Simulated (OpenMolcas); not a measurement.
# RbCl (SMILES [Cl][Rb]): a chain of runs

We compute a single-point energy (HF/ANO-RCC-MB), then the excited states (CASSCF(8,8)/ANO-RCC-VDZP), then the excited states (CASPT2(8,8)/ANO-RCC-VDZP) of RbCl. 

Program for the calculation: OpenMolcas 26.06.

**1. The structure to begin with**

RbCl: 2 atoms, total charge 0, spin state singlet. As SMILES, `[Cl][Rb]`. The shape comes from GFN2-xTB, which is rough for such elements, and wasn't checked as a minimum.

Bond lengths: Cl1–Rb2 2.715 Å.

**2. The energy at HF/ANO-RCC-MB (DKH2) (run 1)**

File struct.xyz:

```xyz
2

Cl     0.000000     0.000000     0.000000
Rb     0.000000     0.000000     2.714820
```

File step1.inp:

```
&GATEWAY
  Coord = struct.xyz
  Basis = ANO-RCC-MB
  Group = NoSym

&SEWARD

&SCF
  PrOrbitals = 1 1
```

Started as:

```sh
$ export MOLCAS_MEM=1860
$ pymolcas step1.inp > step1.log
```

Output:

```text
--- Start Module: gateway ---
[...]
--- Stop Module: gateway /rc=_RC_ALL_IS_WELL_ ---
--- Start Module: seward ---
[...]
      Basis functions           31
--- Stop Module: seward /rc=_RC_ALL_IS_WELL_ ---
[...]
--- Start Module: scf ---
[...]
       Convergence after   8 Iterations
[...]
::    Total SCF energy                              -3439.8410183539
[...]
      Total spin, S                                     0.0000000000
[...]
      Total electronic charge=   54.000000
      Total            charge=   -0.000000
[...]
      Dipole Moment (debye):
      Origin of the operator (angstrom)=    0.0000    0.0000    1.9229
                   X= -1.3545E-11               Y= -5.6064E-12               Z=  1.1839E+01           Total=  1.1839E+01
      Quadrupole Moment (debye*angstrom):
[...]
--- Stop Module: scf /rc=_RC_ALL_IS_WELL_ ---
[...]
```

Wall time 2.7 s (1 thread of Arm Neoverse V2, shared host); peak memory 0.42 GiB.

**3. The vertical excitations at CASSCF(8,8)/ANO-RCC-VDZP (DKH2, 3 states averaged) (run 2)**

struct.xyz is that of step 2.

File step2.inp:

```
>>> EXPORT MOLCAS_PRINT=2
&gateway
coord=struct.xyz
basis=ANO-RCC-MB
group=NoSym
&seward
&rasscf
fileorb=$CurrDir/step1.ScfOrb
spin=1
nactel=8 0 0
inactive=23
ras2=8
ciroot=3 3 1
orblisting=Nothing
>>> COPY $Project.RunFile RUNFIL1
>>> COPY $Project.RasOrb INPORB
&gateway
coord=struct.xyz
basis=ANO-RCC-VDZP
group=NoSym
&seward
>>> COPY $Project.RunFile RUNFIL2
&expbas
&rasscf
fileorb=$Project.ExpOrb
spin=1
nactel=8 0 0
inactive=23
ras2=8
ciroot=3 3 1
orblisting=Nothing
orbappear=Compact
```

Started as:

```sh
$ export MOLCAS_MEM=1860
$ pymolcas step2.inp > step2.log
```

Output (excerpt; [...] marks lines left out):

```text
--- Start Module: gateway ---
[...]
--- Stop Module: gateway /rc=_RC_ALL_IS_WELL_ ---
[...]
      Basis functions           31
[...]
      Number of active orbitals                  8
[...]
      Spin quantum number                      0.0
[...]
      Active orbitals                            8
[...]
      Number of CSFs                          1764
[...]
      Number of root(s) required                 3
[...]
      Convergence after  7 iterations
[...]
      Natural orbitals and occupation numbers for root  1
      sym 1:   1.999488   1.995406   1.996588   1.996588   0.004670   0.003275   0.003275   0.000711
      Natural orbitals and occupation numbers for root  2
      sym 1:   1.999927   1.999603   1.999733   1.000329   0.999495   0.000423   0.000244   0.000245
      Natural orbitals and occupation numbers for root  3
      sym 1:   1.999927   1.999603   1.000329   1.999733   0.999495   0.000244   0.000423   0.000245
      ************************************************************************************************************************
      *                                                    Final results                                                     *
[...]
::    RASSCF root number  1 Total energy:  -3439.84416737
::    RASSCF root number  2 Total energy:  -3439.72932912
::    RASSCF root number  3 Total energy:  -3439.72932912
[...]
      Basis functions           49
[...]
      Convergence after 36 iterations
[...]
      Natural orbitals and occupation numbers for root  1
      sym 1:   1.997677   1.973170   1.987025   1.987025   0.000875   0.017687   0.017687   0.018855
      Natural orbitals and occupation numbers for root  2
      sym 1:   1.991124   1.969122   1.000810   1.987565   0.999980   0.017247   0.015683   0.018470
      Natural orbitals and occupation numbers for root  3
      sym 1:   1.991124   1.969122   1.987565   1.000810   0.999980   0.015683   0.017247   0.018470
      ************************************************************************************************************************
      *                                                    Final results                                                     *
[...]
::    RASSCF root number  1 Total energy:  -3439.91738105
::    RASSCF root number  2 Total energy:  -3439.78538769
::    RASSCF root number  3 Total energy:  -3439.78538769
[...]
      Total electronic charge=   54.000000
      Total            charge=   -0.000000
[...]
```

Wall time 11 s (1 thread of Arm Neoverse V2, shared host); peak memory 0.42 GiB.

The roots found:

```
excited state  energy (eV)
            1        3.592
            2        3.592
```

**4. The excited states at CASPT2(8,8)/ANO-RCC-VDZP (DKH2, ipea shift 0.25 Eh, pt2 variant MS, 3 states averaged) (run 3)**

struct.xyz is that of step 3.

File step3.inp:

```
&gateway
coord
struct.xyz
basis
ANO-RCC-VDZP
group
NoSym
&seward
&rasscf
fileorb
$CurrDir/step2.RasOrb
spin
1
nactel
8 0 0
inactive
23
ras2
8
ciroot
3 3 1
orblisting
Nothing
orbappear
Compact
&caspt2
multistate
all
imaginary
0.2
&rassi
nrofjobiphs
1 all
iphnames
JOBMIX
ejob
```

Started as:

```sh
$ export MOLCAS_MEM=1860
$ pymolcas step3.inp > step3.log
```

Output (excerpt; [...] marks lines left out):

```text
--- Start Module: gateway ---
[...]
      Basis functions           49
[...]
      Number of active orbitals                  8
[...]
      Spin quantum number                      0.0
[...]
      Active orbitals                            8
[...]
      Number of CSFs                          1764
[...]
      Number of root(s) required                 3
[...]
      Convergence after  5 iterations
[...]
      printout of CI-coefficients larger than  0.05 for root  1
      energy=   -3439.917381
      conf/sym  11111111     Coeff  Weight
             1  22220000   0.98365 0.96756
            10  2u22d000   0.06971 0.00486
            97  20220002  -0.05467 0.00299
           128  2u2u0d0d   0.06816 0.00465
           141  2uu200dd   0.06816 0.00465
[...]
      Natural orbitals and occupation numbers for root  1
      sym 1:   1.997678   1.973170   1.987025   1.987025   0.000874   0.017686   0.017686   0.018855
      Natural orbitals and occupation numbers for root  2
      sym 1:   1.991124   1.969123   1.000810   1.987565   0.999980   0.017247   0.015683   0.018470
      Natural orbitals and occupation numbers for root  3
      sym 1:   1.991124   1.969123   1.987565   1.000810   0.999980   0.015682   0.017247   0.018470
      ************************************************************************************************************************
      *                                                    Final results                                                     *
[...]
::    RASSCF root number  1 Total energy:  -3439.91738107
::    RASSCF root number  2 Total energy:  -3439.78538768
[...]
      Total electronic charge=   54.000000
      Total            charge=   -0.000000
[...]
::    MS-CASPT2 Root  3     Total energy:  -3439.98648258
[...]
::    RASSI State    1     Total energy:   -3440.14728962409936
::    RASSI State    2     Total energy:   -3439.98648260978734
::    RASSI State    3     Total energy:   -3439.98648258037520
[...]
  SPIN-FREE ENERGIES:
  (Shifted by EMIN (a.u.) =      -3440.1472896241)
 SF State       Relative EMIN(au)   Rel lowest level(eV)    D:o, cm**(-1)      Abs_M
     1             0.0000000000        0.0000000000              0.0000         0.0
     2             0.1608070143        4.3757817775          35293.0602         1.0
     3             0.1608070437        4.3757825779          35293.0666         1.0
[...]
--- Stop Module: rassi /rc=_RC_ALL_IS_WELL_ ---
[...]
```

It took 8.4 s on 1 thread of Arm Neoverse V2, shared host; peak memory 0.39 GiB.

The roots found:

```
excited state  energy (eV)  strength
            1        4.376    0.0092
            2        4.376    0.0092
```

**5. Outcome**

| quantity | value |
| --- | --- |
| run 1, HF/ANO-RCC-MB: total energy | -3439.84102 Eh |
| run 1, HF/ANO-RCC-MB: dipole moment | 11.84 D |
| run 1, HF/ANO-RCC-MB: HOMO energy | -7.33 eV |
| run 1, HF/ANO-RCC-MB: LUMO energy | -0.16 eV |
| run 1, HF/ANO-RCC-MB: HOMO–LUMO gap | 7.17 eV |
| run 2, CASSCF(8,8)/ANO-RCC-VDZP: energy of the lowest of 3 roots | -3439.91738 Eh |
| run 2, CASSCF(8,8)/ANO-RCC-VDZP: dipole moment (CASSCF density) | 11.66 D |
| run 2, CASSCF(8,8)/ANO-RCC-VDZP: lowest excitation energy within this active space | 3.59 eV |
| run 3, CASPT2(8,8)/ANO-RCC-VDZP: energy of the lowest of 3 roots | -3440.14729 Eh |
| run 3, CASPT2(8,8)/ANO-RCC-VDZP: dipole moment (CASSCF density) | 11.66 D |
| run 3, CASPT2(8,8)/ANO-RCC-VDZP: lowest excitation energy within this active space | 4.38 eV |

The orbitals (run 2, CASSCF(8,8)/ANO-RCC-VDZP) are averaged over several states, so each root lies above its own optimum (it can stand above Hartree-Fock), and forces and dipoles share that bias. The orbitals (run 3, CASPT2(8,8)/ANO-RCC-VDZP) are averaged over several states, so each root lies above its own optimum (it can stand above Hartree-Fock), and forces and dipoles share that bias.
